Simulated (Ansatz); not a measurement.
# CH3ClOSi: up Jacob's ladder to CCSD(T)

How much do the methods differ for CH3ClOSi? The plan is to run it at one geometry with functionals of several rungs and with coupled cluster, and see how far each lands from CCSD(T) at the basis-set limit for the atomisation energy.

The runs use Ansatz 0.2.0, Gaussian basis; functionals in def2-TZVPP, the program's frozen cores in correlated methods.

Levels to be run: LDA (SPW92), PBE-D4, revPBE-D4, BLYP-D4, r2SCAN-D4, B97M-V, PBE0-D4, B3LYP-D4, r2SCANh-D4, r2SCAN0-D4, HSE06-D4, BHLYP-D4, CAM-B3LYP-D4, LC-ωPBE, ωB97X-V, ωB97M-V, B2PLYP, PBE-QIDH; CCSD(T)/def2-SVP; CCSD(T)/def2-TZVPP; MP2/def2-QZVPP; extrapolation to the limit; RPA on PBE.

## Step 1: The geometry

All runs share one geometry, relaxed beforehand with PBE0-D4 in a triple-zeta def2 set.

SMILES `CO[Si]Cl`, 7 atoms, charge 0, spin multiplicity 1.

Atoms are counted from 1 here; the program's logs count them from 0.

Bond lengths: C1–O2 1.413 Å, C1–H5 1.092 Å, C1–H6 1.091 Å, C1–H7 1.091 Å, O2–Si3 1.624 Å, Si3–Cl4 2.116 Å. Angles: O2–C1–H5 111.2°, O2–C1–H6 108.8°, O2–C1–H7 108.8°, H5–C1–H6 109.6°, H5–C1–H7 109.6°, H6–C1–H7 108.9°, C1–O2–Si3 136.9°, O2–Si3–Cl4 103.0°.

## Step 2: LDA

This LDA is Slater exchange with PW92 correlation.

Input file in.yaml:

```yaml
crystal:
  periodic: [false, false, false]
  atoms:
    - {symbol: C, position_ang: [0.358492, 0.752959, 0.161924]}
    - {symbol: O, position_ang: [0.325345, -0.536798, 0.737711]}
    - {symbol: Si, position_ang: [-0.350807, -1.971966, 0.392535]}
    - {symbol: Cl, position_ang: [-1.396160, -1.586221, -1.406357]}
    - {symbol: H, position_ang: [-0.214902, 0.786502, -0.766388]}
    - {symbol: H, position_ang: [-0.058044, 1.466925, 0.874668]}
    - {symbol: H, position_ang: [1.397178, 1.020597, -0.039694]}
basis:
  gaussian: {orbitals: def2-TZVPP}
hamiltonian: {xc: lda}
output: {orbitals: {seedname: orbitals}}
```

The runs that follow: PBE-D4 (GGA); revPBE-D4 (GGA); BLYP-D4 (GGA); r2SCAN-D4 (meta-GGA); B97M-V (meta-GGA); PBE0-D4 (hybrid); B3LYP-D4 (hybrid); r2SCANh-D4 (hybrid); r2SCAN0-D4 (hybrid); HSE06-D4 (hybrid); BHLYP-D4 (hybrid); CAM-B3LYP-D4 (range-separated); LC-ωPBE-D4 (range-separated); ωB97X-V (range-separated); ωB97M-V (range-separated); B2PLYP (double hybrid); PBE-QIDH (double hybrid); CCSD(T) in def2-SVP; CCSD(T) in def2-TZVPP; MP2 in def2-QZVPP; RPA on PBE orbitals.

**Question.** What will the summary of the whole plan be? Wanted: atomisation energy, CCSD(T)/CBS; farthest beyond LDA; mean size of error, GGA; mean size of error, meta-GGA; mean size of error, hybrid; mean size of error, range-separated; mean size of error, double hybrid; gap, smallest and largest; T1 diagnostic.

**Answer**, as computed:

| quantity | value |
| --- | --- |
| atomisation energy, CCSD(T)/CBS | 619.3 kcal/mol |
| functionals within 3.1 kcal/mol (0.5 %) | BLYP-D4, r2SCAN-D4, B97M-V, PBE0-D4, B3LYP-D4, HSE06-D4, CAM-B3LYP-D4, ωB97X-V |
| farthest beyond LDA | BHLYP-D4 (-23.3 kcal/mol) |
| mean size of error, GGA | 5.7 kcal/mol |
| mean size of error, meta-GGA | 1.5 kcal/mol |
| mean size of error, hybrid | 7.8 kcal/mol |
| mean size of error, range-separated | 3.4 kcal/mol |
| mean size of error, double hybrid | 7.7 kcal/mol |
| gap, smallest and largest | 3.63 eV (LDA (SPW92)), 10.31 eV (LC-ωPBE) |
| T1 diagnostic | 0.0138 |
| triples share of the correlation energy | 4.0 % |

The LDA atomisation energy is off by 94.0 kcal/mol (15 %): it overbinds. PBE-D4 is off by +12.8 kcal/mol. Double hybrids carry the basis error of their MP2 part in triple zeta, and no dispersion term here, so their miss is partly the set-up's. Taken by rung, meta-GGA functionals do best (1.5 kcal/mol on average) and hybrid ones worst beyond LDA (7.8 kcal/mol). The mean of the hybrids holds BHLYP, with half exact exchange. Misses under about 3.1 kcal/mol are within the doubt on the reference itself, which lacks core-valence correlation, relativity and higher excitations. Hartree-Fock recovers 71 % of the binding; the rest is correlation. CCSD(T) in def2-SVP is off by -44.3 kcal/mol, which most functionals beat. The gap grows from 3.6 to 10.3 eV across the functionals, mostly with the share of exact exchange.
